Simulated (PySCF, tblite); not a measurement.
# C₁₆H₄BN₄O₄−: electronic excitations, NMR shifts

Aim: compute the electronic excitations, NMR shifts of C₁₆H₄BN₄O₄− (`N#Cc1cc2c(cc1C#N)O[B-]1(O2)Oc2cc(C#N)c(C#N)cc2O1`).

Programs: tblite 0.8.0 and PySCF 2.14.0, with routines of our own; each step states its level. All values are computed. Atoms count from 0.

### Step 1. The starting structure

29 atoms, charge -1, multiplicity 1; geometry from: force field, distance geometry or constructed start.

### Step 2. Geometry optimisation with GFN2-xTB

What the job is given:

```
{"job": {"kind": "relax", "xc": "GFN2-xTB", "basis": "xTB"}, "charge": -1, "multiplicity": 1}
N      6.997600    -1.397500     0.241900
C      5.948700    -0.907900     0.093400
C      4.658900    -0.307600    -0.077300
C      3.503400    -1.056600     0.219500
C      2.255000    -0.470700     0.054000
C      2.125100     0.815000    -0.408100
C      3.240800     1.594900    -0.719500
C      4.524500     1.032000    -0.550400
C      5.682700     1.826300    -0.872000
N      6.606200     2.468100    -1.126400
O      0.798000     1.191200    -0.503600
B     -0.002500    -0.002000    -0.051600
O      1.019200    -1.047800     0.298700
O     -0.876200     0.329600     1.122000
C     -2.175600     0.062700     0.719100
C     -3.335400     0.210700     1.479700
C     -4.567500    -0.120600     0.882300
C     -5.776900     0.029100     1.655200
N     -6.744900     0.158600     2.279900
C     -4.604100    -0.600600    -0.454700
C     -5.858300    -0.946600    -1.089500
N     -6.858400    -1.228600    -1.599300
C     -3.407900    -0.737800    -1.182400
C     -2.215200    -0.407900    -0.571700
O     -0.943700    -0.471400    -1.122100
H      3.572800    -2.080100     0.590200
H      3.114300     2.609500    -1.076000
H     -3.278200     0.577400     2.492300
H     -3.414300    -1.104600    -2.211700
```

The run is started by

```
OMP_NUM_THREADS=1 python large_run.py task.json out
```

This one command runs all jobs of the session in turn.

The program printed:

```text
step      E/eV     max force
  0   -1789.83346    2.756
  1   -1790.04607    5.582
  2   -1790.02964    4.432
  3   -1790.20945    1.306
  4   -1790.23959    0.946
  5   -1790.26061    1.340
  6   -1790.28482    0.807
  7   -1790.29851    0.209
  8   -1790.30901    0.364
  9   -1790.31890    0.855
 10   -1790.32858    0.768
 11   -1790.33462    0.258
 12   -1790.33756    0.143
 13   -1790.33979    0.516
 14   -1790.34399    0.527
 15   -1790.34835    0.346
 16   -1790.35264    0.107
 17   -1790.35338    0.116
 18   -1790.35457    0.056
 19   -1790.35483    0.040
 20   -1790.35496    0.021
 21   -1790.35499    0.010
```

It took 0.49 s on 1 thread of Arm Neoverse V1, shared host; peak memory 0.18 GiB.

The steps of the relaxation: (the energy doesn't fall at every step)

```
step  energy from step 0 (eV)  largest force (eV/Å)
   0                   0.0000                2.7561
   1                  -0.2126                5.5824
   2                  -0.1962                4.4321
   3                  -0.3760                1.3061
   4                  -0.4061                0.9463
   5                  -0.4271                1.3400
   6                  -0.4514                0.8065
   7                  -0.4651                0.2095
   8                  -0.4755                0.3636
   9                  -0.4854                0.8558
  10                  -0.4951                0.7683
  11                  -0.5012                0.2576
  12                  -0.5041                0.1428
  13                  -0.5063                0.5159
  14                  -0.5105                0.5275
  15                  -0.5149                0.3460
  16                  -0.5192                0.1071
  17                  -0.5199                0.1158
  18                  -0.5211                0.0559
  19                  -0.5214                0.0402
  20                  -0.5215                0.0219
  21                  -0.5215                0.0099
```

Close pairs (by a distance rule), those that changed most:

```
   bond  before (Å)  after (Å)  change (Å)
C23–O24       1.387      1.327      -0.060
O13–C14       1.386      1.327      -0.059
 C4–O12       1.386      1.327      -0.058
 C5–O10       1.383      1.327      -0.055
  C4–C5       1.372      1.421      +0.048
C14–C23       1.374      1.421      +0.046
C19–C20       1.448      1.408      -0.040
C16–C17       1.443      1.408      -0.035
```

The next job starts from the end point, and lists it.

### Step 3. Harmonic vibrations with GFN2-xTB

What the job is given:

```
{"job": {"kind": "ir", "xc": "GFN2-xTB", "basis": "xTB"}, "charge": -1, "multiplicity": 1}
N      6.897206    -1.340994     0.223262
C      5.860969    -0.864791     0.084642
C      4.579923    -0.303810    -0.077591
C      3.449516    -1.072663     0.231347
C      2.210112    -0.496897     0.061982
C      2.077899     0.835984    -0.411505
C      3.184700     1.596404    -0.716410
C      4.448986     1.016021    -0.546043
C      5.599546     1.768933    -0.848363
N      6.526049     2.399951    -1.100401
O      0.799158     1.181323    -0.497114
B     -0.000473     0.000950    -0.051029
O      1.018978    -1.036310     0.290258
O     -0.877373     0.327348     1.113409
C     -2.125400     0.071188     0.740944
C     -3.278672     0.217986     1.478896
C     -4.495864    -0.118542     0.871020
C     -5.692223     0.020858     1.599923
N     -6.657200     0.141650     2.211658
C     -4.534700    -0.592093    -0.452924
C     -5.769800    -0.922917    -1.042006
N     -6.767168    -1.198426    -1.541293
C     -3.357305    -0.739811    -1.198717
C     -2.164580    -0.407705    -0.596029
O     -0.942614    -0.468683    -1.110798
H      3.556319    -2.084021     0.590421
H      3.090653     2.608672    -1.076448
H     -3.255137     0.580767     2.494367
H     -3.393452    -1.103603    -2.213408
```

The program printed:

```text
mode    cm-1     km/mol
  1      22.7      1.97
  2      22.9      1.99
  3      41.7      0.00
  4      81.6      0.00
  5      99.1      0.00
  6     102.9      2.63
  7     104.5      3.66
  8     104.8      3.63
  9     142.0     22.16
 10     142.3     22.27
 11     148.5      0.02
 12     200.9      0.00
 13     223.3      0.00
 14     258.4      0.01
 15     258.6      0.01
 16     301.6      0.00
 17     317.2      4.86
 18     317.4      4.63
 19     381.4      0.83
 20     381.5      0.88
 21     398.0      0.04
 22     398.1      0.03
 23     420.8      1.18
 24     432.6      0.01
 25     435.7      0.01
 26     470.8      0.00
 27     508.5      3.99
 28     508.5      3.96
 29     511.7     11.34
 30     540.9      0.01
 31     541.6     26.95
 32     541.7     26.95
 33     639.7      0.07
 34     639.7      0.08
 35     640.0      0.01
 36     640.2      0.00
 37     647.9    173.94
 38     690.9      0.00
 39     691.6      0.00
 40     695.3      1.79
 41     695.4      1.62
 42     714.0      0.00
 43     745.9     13.12
 44     752.7      0.01
 45     780.2     76.86
 46     780.4     77.37
 47     838.4     48.92
 48     838.6     49.05
 49     845.5      0.00
 50     845.7      0.01
 51     869.6     77.30
 52     900.7      0.00
 53     948.5   1660.74
 54    1122.8     60.90
 55    1123.0     61.13
 56    1165.5    191.54
 57    1170.2      0.19
 58    1180.2     19.87
 59    1180.3     19.00
 60    1225.2     88.11
 61    1225.3     88.78
 62    1301.9   1401.33
 63    1319.8      0.02
 64    1392.6    280.24
 65    1394.9      0.14
 66    1414.7      2.62
 67    1414.7      2.59
 68    1481.4   1239.74
 69    1491.9      0.08
 70    1558.9    192.92
 71    1559.0    192.38
 72    1563.3    500.51
 73    1570.4      0.03
 74    2356.4    262.77
 75    2356.5    252.19
 76    2360.1   1256.68
 77    2363.1      1.04
 78    3103.9     18.60
 79    3104.4      9.28
 80    3104.7     23.81
 81    3104.8      4.52
```

Wall time 3.4 s (1 thread of Arm Neoverse V1, shared host); peak memory 0.18 GiB.

The strongest bands and the atoms that carry them (share of the mass-weighted mode):

```
cm⁻¹  km/mol                                   atoms
 948  1660.7                                B11 69 %
1302  1401.3                                        
1393   280.2    C7 16 %, C2 16 %, C19 15 %, C16 15 %
1481  1239.7                                        
1563   500.5    C5 14 %, C4 13 %, C23 13 %, C14 13 %
2356   262.8      C8 38 %, N9 24 %, C1 22 %, N0 14 %
2356   252.2  C17 31 %, C20 29 %, N18 20 %, N21 18 %
2360  1256.7    C1 20 %, C20 16 %, C17 14 %, N0 13 %
```

### Step 4. Electronic excitations: TDA CAM-B3LYP/6-31G*

The job, as its differences from that of step 3:

```diff
@@ -1,2 +1,2 @@
-{"job": {"kind": "ir", "xc": "GFN2-xTB", "basis": "xTB"}, "charge": -1, "multiplicity": 1}
+{"job": {"kind": "uv", "basis": "6-31G*", "grid": 1, "kgrid": 0, "vcut": 1.5, "nstates": 6, "ntriplets": 2, "tda": true, "delta": ["ip_vertical"], "pop": true, "xc": "CAM-B3LYP"}, "charge": -1, "multiplicity": 1}
 N      6.897206    -1.340994     0.223262
```

Method: TDA CAM-B3LYP/6-31G*, vertical, gas phase, core orbitals frozen in the response, virtual orbitals cut by energy.

The program printed:

```text
start: PBE on a coarse grid of 28198 points
cycle   1  E = -1155.6333395634  dE =  4.840e+00  |g| = 1.372e+00  |ddm| = 7.587e+00
cycle   2  E = -1152.8492410021  dE =  2.784e+00  |g| = 3.828e+00  |ddm| = 5.409e+00
cycle   3  E = -1155.8150344154  dE = -2.966e+00  |g| = 8.538e-01  |ddm| = 4.428e+00
cycle   4  E = -1155.9927775269  dE = -1.777e-01  |g| = 3.465e-01  |ddm| = 1.235e+00
cycle   5  E = -1156.0201027414  dE = -2.733e-02  |g| = 1.448e-01  |ddm| = 4.591e-01
cycle   6  E = -1156.0240861867  dE = -3.983e-03  |g| = 6.030e-02  |ddm| = 1.746e-01
cycle   7  E = -1156.0247978135  dE = -7.116e-04  |g| = 2.212e-02  |ddm| = 6.984e-02
cycle   8  E = -1156.0249200499  dE = -1.222e-04  |g| = 6.659e-03  |ddm| = 3.237e-02
final grid: 129095 points
cycle   9  E = -1156.5179526066  dE = -1.621e-02  |g| = 1.412e-01  |ddm| = 6.084e-01
cycle  10  E = -1156.5134159365  dE =  4.537e-03  |g| = 2.079e-01  |ddm| = 3.001e-01
cycle  11  E = -1156.5219186843  dE = -8.503e-03  |g| = 3.068e-02  |ddm| = 1.939e-01
cycle  12  E = -1156.5221075565  dE = -1.889e-04  |g| = 1.270e-02  |ddm| = 3.693e-02
cycle  13  E = -1156.5221427616  dE = -3.521e-05  |g| = 2.609e-03  |ddm| = 1.460e-02
cycle  14  E = -1156.5221439076  dE = -1.146e-06  |g| = 7.881e-04  |ddm| = 3.634e-03
cycle  15  E = -1156.5221433445  dE =  5.632e-07  |g| = 2.249e-04  |ddm| = 1.156e-03
cycle  16  E = -1156.5221434699  dE = -1.254e-07  |g| = 1.060e-04  |ddm| = 4.490e-04
cycle  17  E = -1156.5221425241  dE =  9.458e-07  |g| = 2.777e-05  |ddm| = 2.204e-04
converged SCF energy = -1156.5221425241
Vertical ionisation energy (delta-SCF) = 5.2972 eV   <S^2> = 0.759

Static polarisability (au): isotropic 214.480, principal 135.350 135.367 372.722

Singlet excitations
state   eV       nm        f      main configurations
  1   4.7913    258.8   0.23119   H-1->L 0.47, H-1->L+1 0.35, H->L 0.09
  2   4.7914    258.8   0.23109   H->L 0.47, H->L+1 0.35, H-1->L 0.09
  3   4.9039    252.8   0.02642   H->L+3 0.28, H-1->L+2 0.28, H-2->L 0.24
  4   4.9335    251.3   0.00000   H-1->L+2 0.24, H-2->L+1 0.24, H->L+3 0.24
  5   5.4582    227.2   0.00340   H->L+1 0.57, H->L 0.37
  6   5.4592    227.1   0.00340   H-1->L+1 0.58, H-1->L 0.37

Triplet excitations (Tamm-Dancoff, eV): 3.0081 3.0084
```

It took 3.5 min on 1 thread of Arm Neoverse V1, shared host; peak memory 0.67 GiB.

Frontier orbitals and where they lie:

```
orbital     eV                         atoms
 HOMO−4  -7.80      N9 14 %, N0 14 %, C2 8 %
 HOMO−3  -6.20   C22 14 %, C15 14 %, C3 14 %
 HOMO−2  -5.95    C6 13 %, C3 13 %, C22 12 %
 HOMO−1  -4.84  O13 13 %, O24 13 %, C14 13 %
   HOMO  -4.84   O10 13 %, O12 13 %, C5 13 %
   LUMO   2.02      C16 9 %, C19 9 %, C2 8 %
 LUMO+1   2.14       C2 8 %, C7 8 %, C16 8 %
 LUMO+2   3.13  C22 25 %, C15 25 %, C14 13 %
 LUMO+3   3.13     C3 25 %, C6 25 %, C5 13 %
```

With each of the 6 states as a Gaussian band of 0.4 eV half-width at 1/e, the curve within the window shown has maxima at 258 nm (ε 20,000) L/(mol cm). Beyond the last state computed it falls off for lack of states. The curve at chosen wavelengths:

```json
{"nm": "215", "ε (L/mol/cm)": "221"}
{"nm": "218", "ε (L/mol/cm)": "362"}
{"nm": "221", "ε (L/mol/cm)": "597"}
{"nm": "225", "ε (L/mol/cm)": "1171"}
{"nm": "228", "ε (L/mol/cm)": "1911"}
{"nm": "231", "ε (L/mol/cm)": "3016"}
{"nm": "234", "ε (L/mol/cm)": "4553"}
{"nm": "237", "ε (L/mol/cm)": "6528"}
{"nm": "241", "ε (L/mol/cm)": "9713"}
{"nm": "244", "ε (L/mol/cm)": "12301"}
{"nm": "247", "ε (L/mol/cm)": "14806"}
{"nm": "250", "ε (L/mol/cm)": "16980"}
{"nm": "253", "ε (L/mol/cm)": "18606"}
{"nm": "257", "ε (L/mol/cm)": "19672"}
{"nm": "260", "ε (L/mol/cm)": "19586"}
{"nm": "263", "ε (L/mol/cm)": "18797"}
{"nm": "266", "ε (L/mol/cm)": "17431"}
{"nm": "269", "ε (L/mol/cm)": "15654"}
{"nm": "273", "ε (L/mol/cm)": "12950"}
{"nm": "276", "ε (L/mol/cm)": "10879"}
{"nm": "279", "ε (L/mol/cm)": "8909"}
{"nm": "282", "ε (L/mol/cm)": "7125"}
{"nm": "285", "ε (L/mol/cm)": "5573"}
{"nm": "289", "ε (L/mol/cm)": "3891"}
{"nm": "292", "ε (L/mol/cm)": "2907"}
{"nm": "295", "ε (L/mol/cm)": "2134"}
```

Ground-state properties from the same run:

```
           property  computed
polarisability (Å³)     31.78
 HOMO–LUMO gap (eV)      6.86
      −ε(HOMO) (eV)      4.84
```

### Step 5. NMR shifts: GIAO KT3/pcSseg-1

The job, as its differences from that of step 4:

```diff
@@ -1,2 +1,2 @@
-{"job": {"kind": "uv", "basis": "6-31G*", "grid": 1, "kgrid": 0, "vcut": 1.5, "nstates": 6, "ntriplets": 2, "tda": true, "delta": ["ip_vertical"], "pop": true, "xc": "CAM-B3LYP"}, "charge": -1, "multiplicity": 1}
+{"job": {"kind": "nmr", "xc": "KT3", "basis": "pcSseg-1", "pop": false}, "charge": -1, "multiplicity": 1}
 N      6.897206    -1.340994     0.223262
```

Level: GIAO KT3/pcSseg-1 NMR shielding, non-relativistic, gas phase.

The program printed:

```text
start: PBE on a coarse grid of 28198 points
cycle   1  E = -1155.0502988618  dE =  4.767e+00  |g| = 1.403e+00  |ddm| = 6.652e+00
cycle   2  E = -1152.2659829073  dE =  2.784e+00  |g| = 3.882e+00  |ddm| = 5.511e+00
cycle   3  E = -1155.2172193392  dE = -2.951e+00  |g| = 8.796e-01  |ddm| = 4.631e+00
cycle   4  E = -1155.4030723638  dE = -1.859e-01  |g| = 3.476e-01  |ddm| = 1.239e+00
cycle   5  E = -1155.4295205660  dE = -2.645e-02  |g| = 1.548e-01  |ddm| = 4.455e-01
cycle   6  E = -1155.4340066897  dE = -4.486e-03  |g| = 6.164e-02  |ddm| = 1.762e-01
cycle   7  E = -1155.4347047932  dE = -6.981e-04  |g| = 2.387e-02  |ddm| = 6.910e-02
cycle   8  E = -1155.4348401129  dE = -1.353e-04  |g| = 7.743e-03  |ddm| = 3.153e-02
final grid: 274597 points
cycle   9  E = -1174.7665204040  dE = -4.493e-02  |g| = 2.692e-01  |ddm| = 9.306e-01
cycle  10  E = -1174.6719913200  dE =  9.453e-02  |g| = 7.137e-01  |ddm| = 8.868e-01
cycle  11  E = -1174.7747713167  dE = -1.028e-01  |g| = 1.407e-01  |ddm| = 7.679e-01
cycle  12  E = -1174.7796641540  dE = -4.893e-03  |g| = 3.318e-02  |ddm| = 1.475e-01
cycle  13  E = -1174.7798825007  dE = -2.183e-04  |g| = 1.021e-02  |ddm| = 4.246e-02
cycle  14  E = -1174.7798974575  dE = -1.496e-05  |g| = 6.048e-03  |ddm| = 1.614e-02
cycle  15  E = -1174.7799082479  dE = -1.079e-05  |g| = 1.540e-03  |ddm| = 8.036e-03
cycle  16  E = -1174.7799085356  dE = -2.877e-07  |g| = 4.077e-04  |ddm| = 2.165e-03
cycle  17  E = -1174.7799086393  dE = -1.037e-07  |g| = 1.227e-04  |ddm| = 5.967e-04
cycle  18  E = -1174.7799107588  dE = -2.120e-06  |g| = 2.250e-05  |ddm| = 1.779e-04
converged SCF energy = -1174.7799107588

GIAO shielding tensors (ppm)
atom      isotropic    diamagn.    paramagn.     s11        s22        s33       span
  0 N      -21.617     339.358    -360.975   -167.010   -125.552    227.712    394.722
  1 C       70.597     253.911    -183.314    -41.874    -28.990    282.656    324.530
  2 C       85.301     248.230    -162.929      6.094     88.667    161.141    155.047
  3 C       78.023     253.363    -175.340     12.403     61.889    159.778    147.375
  4 C       33.355     252.528    -219.173    -23.578     14.615    109.029    132.607
  5 C       33.357     252.640    -219.284    -23.585     14.625    109.030    132.615
  6 C       78.012     253.264    -175.252     12.366     61.906    159.763    147.397
  7 C       85.288     248.173    -162.885      6.070     88.660    161.134    155.064
  8 C       70.569     253.882    -183.313    -41.920    -29.024    282.653    324.573
  9 N      -21.679     339.334    -361.013   -167.078   -125.614    227.656    394.734
 10 O      147.734     399.331    -251.597     71.161    107.916    264.125    192.964
 11 B       86.963     196.724    -109.762     81.107     81.113     98.668     17.561
 12 O      147.721     399.418    -251.696     71.154    107.878    264.133    192.979
 13 O      147.711     399.494    -251.783     71.118    107.933    264.082    192.963
 14 C       33.349     252.460    -219.111    -23.593     14.621    109.020    132.613
 15 C       78.020     253.431    -175.410     12.385     61.911    159.764    147.379
 16 C       85.305     248.297    -162.992      6.106     88.659    161.149    155.043
 17 C       70.581     253.940    -183.360    -41.904    -29.011    282.656    324.560
 18 N      -21.654     339.374    -361.029   -167.051   -125.583    227.671    394.722
 19 C       85.303     248.127    -162.825      6.100     88.661    161.147    155.047
 20 C       70.583     253.879    -183.296    -41.903    -29.008    282.658    324.561
 21 N      -21.643     339.333    -360.976   -167.032   -125.572    227.675    394.707
 22 C       78.019     253.230    -175.211     12.384     61.909    159.764    147.380
 23 C       33.354     252.741    -219.388    -23.590     14.628    109.023    132.613
 24 O      147.709     399.263    -251.553     71.129    107.899    264.100    192.971
 25 H       25.097      33.106      -8.009     21.060     25.572     28.657      7.597
 26 H       25.096      33.037      -7.940     21.060     25.570     28.659      7.599
 27 H       25.095      33.172      -8.077     21.059     25.571     28.655      7.596
 28 H       25.095      32.972      -7.876     21.059     25.571     28.657      7.598
```

Run time: 41 s. Hardware: 1 thread of Arm Neoverse V1, shared host; peak memory 0.64 GiB.

Shifts follow as δ = σ(reference) − σ, with reference shieldings (ppm) from runs at the same level and on the same kind of geometry: ¹H TMS 31.76, ¹³C TMS 184.7, ¹⁵N NH3 264.4, ¹⁷O H2O 330.8, ¹¹B BF3·OEt2 100.0. The references are single molecules in the gas phase, so shifts against H2O, NH3, PH3, H3PO4 or CFCl3 are not on the usual liquid scales and can be off by tens of ppm. Atoms listed in one row are averaged.

```
             atoms                                  environment  σ (ppm)  δ (ppm)
  C4, C5, C14, C23               aromatic carbon bearing oxygen     33.4    151.4
  C1, C8, C17, C20                               nitrile carbon     70.6    114.1
  C3, C6, C15, C22                                  aromatic CH     78.0    106.7
  C2, C7, C16, C19                  substituted aromatic carbon     85.3     99.4
H25, H26, H27, H28                   hydrogen on an aromatic CH    25.10     6.66
  N0, N9, N18, N21                             nitrile nitrogen    -21.6    286.0
O10, O12, O13, O24  oxygen bonded to C, B, in a 5-membered ring    147.7    183.1
               B11    boron bonded to 4 O, in a 5-membered ring     87.0     13.0
```

Ring of atoms C2, C3, C4, C5, C6, C7: NICS(0) -9.5, NICS(1) -9.4, NICS(1)zz -19.9 ppm (means of both faces).

Ring of atoms C4, C5, O10, B11, O12: NICS(0) -3.5, NICS(1) -2.7, NICS(1)zz -3.6 ppm (means of both faces).

### Step 6. Outcome

| quantity | value |
| --- | --- |
| strongest single infrared mode (GFN2-xTB) | 948 cm⁻¹, 1661 km/mol |
| zero-point energy (GFN2-xTB) | 105.7 kcal/mol |
| lowest singlet (CAM-B3LYP/6-31G*) | 4.79 eV (259 nm), f = 0.231 |
| lowest triplet | 3.01 eV |
| vertical ionisation energy (ΔSCF) | 5.30 eV |
| ¹³C shifts against TMS (KT3/pcSseg-1, means over atoms taken as alike) | 151.4, 114.1, 106.7, 99.4 ppm |
| ¹H shifts against TMS (KT3/pcSseg-1, means over atoms taken as alike) | 6.66 ppm |
| ¹⁵N shifts against NH3 (KT3/pcSseg-1, means over atoms taken as alike) | 286.0 ppm |
| ¹⁷O shifts against H2O (KT3/pcSseg-1, means over atoms taken as alike) | 183.1 ppm |
| ¹¹B shifts against BF3·OEt2 (KT3/pcSseg-1) | 13.0 ppm |

All 81 modes are real, so the xTB geometry is a minimum. The strongest single mode, at 948 cm⁻¹, moves mainly B11. GFN2-xTB is a fitted tight-binding method: band positions and strengths are rough. Its intensities can rank the bands wrongly. The first singlet state (HOMO−1→LUMO 0.47, HOMO−1→LUMO+1 0.35) lies at 4.79 eV and is bright; of the 6 states computed, the strongest absorption comes from states 1 to 2 together at 4.79 eV. The lowest triplet lies 1.78 eV below the lowest singlet. At CAM-B3LYP/6-31G*, the highest states lie near or above the ionisation energy, where they hang on the basis. ΔSCF puts the ionisation energy at 5.30 eV, 0.46 eV above −ε(HOMO). At KT3/pcSseg-1: The largest span, 395 ppm, is at N0, N9, N18, N21, where the paramagnetic term is -361 ppm. NICS(1)zz of -20 ppm above the planar ring from C2 marks a diatropic (aromatic) ring current.
